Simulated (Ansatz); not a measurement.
# InGa2N3: the cost of one run

Method: DFT PBEsol, scalar-relativistic, plane waves, PAW, in Ansatz 0.2.0.

3 further runs of the same task are left out: 3 set aside as unsound or not needed.

## (1) Starting point

Symmetry: Cmc2_1, No. 36, orthorhombic system. The conventional cell has a = 9.906 Å, b = 5.714 Å, c = 5.336 Å, α = 90.00°, β = 90.00°, γ = 90.00°. In (site symmetry m) has 4 N at 2.15 to 2.16 Å as nearest neighbours. Ga (site symmetry 1) is surrounded by 4 N at 1.95 to 1.96 Å. N (site symmetry 1) is surrounded by 3 Ga at 1.95 to 1.96 Å and 1 In at 2.15 Å. N (site symmetry m) has 2 Ga at 1.95 Å and 2 In at 2.16 Å as nearest neighbours.

Structure file:

```xyz
12
Lattice="4.9530 -2.8569 0.0000 4.9530 2.8569 0.0000 0.0000 0.0000 5.3356" Properties=species:S:1:pos:R:3 pbc="T T T"
In    4.9530    0.9986    5.2809
In    4.9530   -0.9986    2.6131
Ga    1.6884    0.9339    5.2963
Ga    8.2176    0.9339    5.2963
Ga    8.2176   -0.9339    2.6285
Ga    1.6884   -0.9339    2.6285
N     1.7837    0.8775    1.9152
N     8.1223    0.8775    1.9152
N     8.1223   -0.8775    4.5830
N     1.7837   -0.8775    4.5830
N     4.9530    1.0977    2.1079
N     4.9530   -1.0977    4.7757
```

It goes back to an entry of the Materials Project, which need not be the stable form.

This cell was relaxed beforehand with the same method: volume 12.58 Å³/atom, gap on the mesh 1.00 eV.

The unstrained cell comes from an earlier run at this level (12 atoms, E(σ→0) -28299.0158 eV, gap 1.00 eV over the zone).

## (2) Strain -2.0 %

File input.yaml:

```yaml
crystal:
  lattice:
    - [4.8539527379, -2.7997308622, 0.0]
    - [4.9157759239, 2.9069150302, 0.0]
    - [0.0, 0.0, 5.3622722225]
  atoms:
    - { symbol: In, position: [0.3252227415, 0.6747772585, 0.9897489534] }
    - { symbol: In, position: [0.6747772585, 0.3252227415, 0.4897489534] }
    - { symbol: Ga, position: [0.0069945022, 0.3338844486, 0.9926402252] }
    - { symbol: Ga, position: [0.6661155514, 0.9930054978, 0.9926402252] }
    - { symbol: Ga, position: [0.9930054978, 0.6661155514, 0.4926402252] }
    - { symbol: Ga, position: [0.3338844486, 0.0069945022, 0.4926402252] }
    - { symbol: "N", position: [0.0264767015, 0.3336441489, 0.3589520517] }
    - { symbol: "N", position: [0.6663558511, 0.9735232985, 0.3589520517] }
    - { symbol: "N", position: [0.9735232985, 0.6663558511, 0.8589520517] }
    - { symbol: "N", position: [0.3336441489, 0.0264767015, 0.8589520517] }
    - { symbol: "N", position: [0.3078788724, 0.6921211276, 0.3950674929] }
    - { symbol: "N", position: [0.6921211276, 0.3078788724, 0.8950674929] }
basis:
  ecutwfc: 420
kpoints:
  mp_grid: { grid: [6, 6, 6] }
hamiltonian:
  xc: pbesol
scf:
  occupations: { method: gaussian, width: 0.02 }
output:
  forces: true
  stress: true
  eigenvalues: true
  write_density: true
  write_potential: true
  elf: true
  volumetric_format: npy
relax:
  adjacent_minimum: "off"
  f_tol: 0.008
  max_steps: 40
  cell: { stress_tol: 0.015, fix: [a, angles] }
```

Launch:

```bash
$ ansatz run input.yaml --threads 2 --pin off --max-ram 5120MiB --backend cpu --events-out ev --progress --plain --runs-dir out
```

Q: Estimate wall time and peak memory on 2 threads of Intel Xeon Platinum 8375C at 2.90GHz (Ice Lake), shared host.

About 3.7 min, with a peak of 0.91 GiB.
